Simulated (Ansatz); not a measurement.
# RuCl+ (quintet): wave-function methods side by side, def2-TZVPP

The task here is to estimate one member of a computed series from the others.

The runs use Ansatz 0.2.0, Gaussian basis; def2-TZVPP, core rule «outside noble gas», up to 9 orbitals frozen.

Plan: UHF; ROHF; CCSD(T) on UHF.

## The system

The geometry is a PBE0/def2-TZVP stationary point (not a proven minimum) of the parent state, kept for this charge and spin. No spin-orbit coupling is included. Elements past krypton take def2 core potentials.

2 atoms, charge 1, spin multiplicity 5.

Atoms are counted from 1 here; the program's logs count them from 0.

Bond lengths: Ru1–Cl2 2.280 Å.

Set-up of the first run:

The input, in.yaml:

```yaml
crystal:
  periodic: [false, false, false]
  atoms:
    - {symbol: Ru, position_ang: [0.000000, 0.000000, 0.000000]}
    - {symbol: Cl, position_ang: [0.000000, 0.000000, 2.280400]}
basis:
  gaussian: {orbitals: def2-TZVPP}
total_charge: 1
magnetization: {spin_polarized: true, initial_magnetization: 4}
hamiltonian: {xc: hf}
output: {orbitals: {seedname: orbitals}}
```

On the command line:

```
> ansatz run in.yaml --threads 1 --pin off --events-out ev --progress --plain --max-ram 4096MiB --backend cpu
```

Steps of the session up to this table: UHF; ROHF; CCSD(T) on UHF.

One table of the session follows, with a row left open; its other results are not shown here.

```
  method  from UCCSD(T) (kcal/mol)
    ROHF                   +249.50
     UHF                   +245.01
    UMP2                    +26.88
   UCCSD                         ?
UCCSD(T)                         0
```

**Question.** Estimate the row for UCCSD.

The run gave: from UCCSD(T) (kcal/mol): +11.89. In the column «from UCCSD(T) (kcal/mol)» it lies between UCCSD(T) (0) and UMP2 (+26.88).
